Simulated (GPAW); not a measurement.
Set up this calculation in GPAW 26.7.0, as an ASE script.

- Task: single point
- Functional: PBEsol
- Potentials or basis: PAW data sets generated in the run's folder for this functional
- Cutoff: 600 eV
- Basis: pw
- k mesh: 7 × 7 × 2
- Occupations: fermi-dirac, width 0.05 eV
- Spin: no spin polarisation
- Maxiter: 150

The system is GeSb4Te7.

```
Te Sb Ge
1.0
     4.28930    0.00000    0.00000
    -2.14465    3.71464    0.00000
     0.00000    0.00000   24.63778
Te Sb Ge
7 4 1
Direct
  0.00000 0.00000 0.28102
  0.00000 0.00000 0.00000
  0.33333 0.66667 0.56861
  0.66667 0.33333 0.43139
  0.00000 0.00000 0.71898
  0.66667 0.33333 0.15027
  0.33333 0.66667 0.84973
  0.66667 0.33333 0.65025
  0.33333 0.66667 0.08110
  0.33333 0.66667 0.34975
  0.66667 0.33333 0.91890
  0.00000 0.00000 0.50000
```

The cell is a database's computed one.

One way to write it, as run:

run.py

```python
from ase import Atoms
from ase.dft.bandgap import bandgap
from ase.io import write
from ase.units import Bohr, GPa
from gpaw import GPAW, PW, setup_paths
from gpaw.elf import elf_from_dft_calculation

setup_paths.insert(0, '.')

atoms = Atoms(['Te', 'Te', 'Te', 'Te', 'Te', 'Te', 'Te', 'Sb', 'Sb', 'Sb', 'Sb', 'Ge'],
              cell=[[4.2893002584, 0.0, 0.0],
                    [-2.1446501292, 3.7146429882, 0.0],
                    [0.0, 0.0, 24.63777845]],
              scaled_positions=[[0.0, 0.0, 0.28102171],
                                [0.0, 0.0, 0.0],
                                [0.3333333333, 0.6666666667, 0.5686057],
                                [0.6666666667, 0.3333333333, 0.4313943],
                                [0.0, 0.0, 0.71897829],
                                [0.6666666667, 0.3333333333, 0.15026813],
                                [0.3333333333, 0.6666666667, 0.84973187],
                                [0.6666666667, 0.3333333333, 0.6502485],
                                [0.3333333333, 0.6666666667, 0.08110138],
                                [0.3333333333, 0.6666666667, 0.3497515],
                                [0.6666666667, 0.3333333333, 0.91889862],
                                [0.0, 0.0, 0.5]],
              pbc=True)

calc = GPAW(mode=PW(600),
            xc='PBEsol',
            kpts={'size': (7, 7, 2), 'gamma': True},
            occupations={'name': 'fermi-dirac', 'width': 0.05},
            nbands=83,
            convergence={'density': 1e-05, 'energy': 1e-05},
            maxiter=150,
            txt='gpaw.txt')
atoms.calc = calc
energy = atoms.get_potential_energy()
forces = atoms.get_forces()
stress = atoms.get_stress()
calc.write('gs.gpw')
write('result.traj', atoms)
print(f'Energy: {energy:.6f} eV')
print('Forces (eV/A):')
print(forces.round(4))
print('Stress (GPa):', (stress / GPa).round(3))
print('Fermi level:', round(calc.get_fermi_level(), 4), 'eV')
print(f'Gap: {bandgap(calc)[0]:.4f} eV, direct: {bandgap(calc, direct=True)[0]:.4f} eV')

# fields on the real-space grid
write('density.cube', atoms, data=calc.get_pseudo_density() * Bohr**3)
write('potential.cube', atoms, data=calc.get_electrostatic_potential())
write('elf.cube', atoms, data=elf_from_dft_calculation(calc).data)
```

Potentials or basis: PAW data sets generated in the run's folder for this functional, pw.

Run with:

```console
$ gpaw-setup -f PBEsol Ge Sb Te
$ OMP_NUM_THREADS=1 python run.py
```

It gave:

| Property | Result |
| --- | --- |
| Pressure | -1.9 GPa |
| Largest force | 0.067 eV/Å |
| Band gap on the k mesh | 0.36 eV, direct |

Caveat: spin-orbit coupling is left out, which moves the levels of the heavy elements; an odd mesh through Γ misses points on the zone boundary, where band edges often lie; this functional lacks dispersion, which binds the layers, so the pressure and a relaxed spacing across them are unreliable.

Wall time 9.7 min on 1 thread of Arm Neoverse V2, on a shared host, peak memory 0.68 GiB.
